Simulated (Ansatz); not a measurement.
# GeH3F (fluorogermane) at BCCD(T)/aug-cc-pVDZ

Aim: the vertical singlet–triplet gap of GeH3F (fluorogermane) at BCCD(T)/aug-cc-pVDZ, from 2 runs. 

The calculation is run with Ansatz 0.2.0.

55 further runs of the same task are left out: 6 that didn't finish, 49 set aside as unsound or not needed.

## 1. The structure to begin with

GeH3F has 5 atoms, charge 0, and is taken as a singlet. As SMILES, `[F][GeH3]`. The coordinates come from a PBE0-D4/def2-TZVP relaxation.

Bond lengths: F1–Ge2 1.742 Å, Ge2–H3 1.533 Å, Ge2–H4 1.533 Å, Ge2–H5 1.533 Å. Angles: F1–Ge2–H3 106.2°, F1–Ge2–H4 106.2°, F1–Ge2–H5 106.3°, H3–Ge2–H4 112.5°, H3–Ge2–H5 112.5°, H4–Ge2–H5 112.5°.

## 2. A single-point energy at BCCD(T)/aug-cc-pVDZ

The input, job.yaml:

```yaml
crystal:
  periodic: [false, false, false]
  atoms:
    - symbol: F
      position_ang: [-1.046500, 0.474300, 1.162200]
    - symbol: Ge
      position_ang: [0.068200, -0.041600, -0.072800]
    - symbol: H
      position_ang: [1.331000, -0.512000, 0.658600]
    - symbol: H
      position_ang: [-0.627800, -1.178000, -0.831200]
    - symbol: H
      position_ang: [0.325100, 1.183600, -0.958100]
basis:
  gaussian:
    orbitals: aug-cc-pVDZ
correlation:
  method: bccd_t
  frozen_orbitals: {F: 1, Ge: 9, H: 0}
accuracy: high
scf:
  omitted_lower_state_checks: [cluster_reference, increment]
```

Command:

```
$ ansatz run job.yaml --threads 1 --pin off --max-ram 3480MiB --events-out events.jsonl --progress --plain --runs-dir runs
```

Log, cut to the lines that bear on the results:

```text
Warning: RAYON_NUM_THREADS=1 ignored (pool sized by the plan → 1); use --threads N
Functional definition: HF
  name "HF"
[...]
1740 factors; integrals over basis functions are off by at most 4.5e-9 eV
[...]
mean field -59227.16715714 eV, -2176.5582474091 hartree, gradient 1.1e-8 eV, S^2 0.000000; 0 other end points of the search recorded, 0 dependent functions left out
10 core orbitals not correlated: weight in the atoms' cores, before any rotation towards them, 1.000 or more for the frozen orbitals, at most 0.000 for the correlated occupied ones
reference -59227.16715714 eV, -2176.5582474091 hartree; 12, 12 occupied and 64, 64 virtual orbitals, 1740 factors
second order -9.26833278 eV of doubles, -0.00000000 eV of singles
cycle   1  -9.51792293 eV  change   -2.5e-1 eV  update   8.5e-2
[...]
cycle  19  -9.86513453 eV  change  -3.2e-10 eV  update   2.9e-9
perturbative correction -0.27487546 eV, -0.0101014870 hartree
Total energy: -59237.30716713 eV, -2176.9308859030 hartree
Checks for a lower state left out: cluster_reference, increment
```

Wall time 16 s (1 thread of Arm Neoverse V2, shared host); peak memory 0.6 GiB.

## 3. The triplet

The input, in.yaml:

```yaml
crystal:
  periodic: [false, false, false]
  atoms:
    - {symbol: F, position_ang: [-1.046500, 0.474300, 1.162200]}
    - {symbol: Ge, position_ang: [0.068200, -0.041600, -0.072800]}
    - {symbol: H, position_ang: [1.331000, -0.512000, 0.658600]}
    - {symbol: H, position_ang: [-0.627800, -1.178000, -0.831200]}
    - {symbol: H, position_ang: [0.325100, 1.183600, -0.958100]}
basis:
  gaussian:
    orbitals: aug-cc-pVDZ
magnetization:
  spin_polarized: true
  initial_magnetization: 2
correlation:
  method: bccd_t
  frozen_orbitals: {F: 1, Ge: 9, H: 0}
accuracy: high
scf:
  omitted_lower_state_checks: [cluster_reference, increment]
```

Command:

```
$ ansatz run in.yaml --threads 1 --pin off --max-ram 3480MiB --events-out events.jsonl --progress --plain --runs-dir runs
```

Log, cut to the lines that bear on the results:

```text
Warning: RAYON_NUM_THREADS=1 ignored (pool sized by the plan → 1); use --threads N
[...]
10 core orbitals not correlated: weight in the atoms' cores, before any rotation towards them, 1.000 or more for the frozen orbitals, at most 0.000 for the correlated occupied ones
[...]
cycle  75  -9.90863727 eV  change    1.6e-4 eV  update   9.9e-5
[...]
cycle 111  -9.90979787 eV  change   -2.8e-9 eV  update   1.2e-9
perturbative correction -0.44174333 eV, -0.0162337679 hartree
Total energy: -59229.62820670 eV, -2176.6486893123 hartree
Checks for a lower state left out: cluster_reference, increment
```

It took 4.2 min on 1 thread of Arm Neoverse V2, shared host; peak memory 1.1 GiB.

## 4. Outcome

At BCCD(T)/aug-cc-pVDZ, 10 core orbitals frozen:

| quantity | value |
| --- | --- |
| singlet: total energy | -2176.93089 Eh |
| singlet: correlation energy (10 core orbitals frozen) | -372.6 mEh |
| singlet: (T) correction | -10.10 mEh |
| triplet: total energy | -2176.64869 Eh |
| triplet: correlation energy (10 core orbitals frozen) | -380.4 mEh |
| triplet: (T) correction | -16.23 mEh |
| triplet: ⟨S²⟩ of the reference determinant | 2.011 |
| vertical energy of the triplet above the singlet | 7.679 eV |

In words: At this shape the triplet lies 7.68 eV (741 kJ/mol) above the singlet. The triples (singlet) make up 2.7 % of the correlation energy. The triples (triplet) make up 4.3 % of the correlation energy.
